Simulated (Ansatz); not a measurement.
# LiFeN in Ansatz: the effect of Hubbard term

The system is LiFeN.

```
Fe N Li
1.0
     3.10060    0.00000    0.00000
    -1.55030    2.68520    0.00000
     0.00000    0.00000    4.14534
Fe N Li
1 1 1
Direct
  0.33333 0.66667 0.50000
  0.00000 0.00000 0.50000
  0.00000 0.00000 0.00000
```

The cell comes from a database or a generator and needn't be the stable form of this composition.

Alike in all runs:

| Item | Value |
| --- | --- |
| Program | Ansatz 0.2.0 |
| Task | projected density of states |
| Functional | PBE |
| Potentials or basis | Ansatz PAW |
| Cutoff | 420 eV (not typed: the program's choice for these potentials) |
| k mesh | 10 × 10 × 7 |
| Occupations | fermi-dirac, width 0.05 eV |
| Spin | collinear spin, ferromagnetic start |
| Starting moments | [3.0, 0.0, 0.0] μB |
| Hubbard projectors | ortho-atomic (the default) |
| Double counting | fll (the default) |

Question: One run gave: pressure 17.1 GPa; moment 2.86 μB. Which Hubbard term did it use?
A. Fe d U = 5 eV
B. Fe d U = 1 eV
C. Fe d U = 6 eV
D. Fe d U = 2 eV
E. Fe d U = 4 eV

Answer: D.

```csv
Hubbard term,pressure (GPa),moment (μB)
none,-1.1,0.11
Fe d U = 1 eV,12.0,2.51
Fe d U = 2 eV,17.1,2.86
Fe d U = 3 eV,19.4,2.94
Fe d U = 4 eV,26.2,3.38
Fe d U = 5 eV,28.9,3.45
Fe d U = 6 eV,31.9,3.53
Fe d U = 8 eV,38.5,3.73
```

Caveats: the density of states is complete only up to the lowest level of the last band computed; the magnetic or orbital state may not be the lowest (some runs); a cell with one magnetic atom can't hold antiferromagnetic order, which such compounds often take (some runs); a pressure of tens of GPa on the cell as given is suspect, and the run, the potentials or the cell itself is likely at fault (some runs); the starting moments weren't kept (some runs).
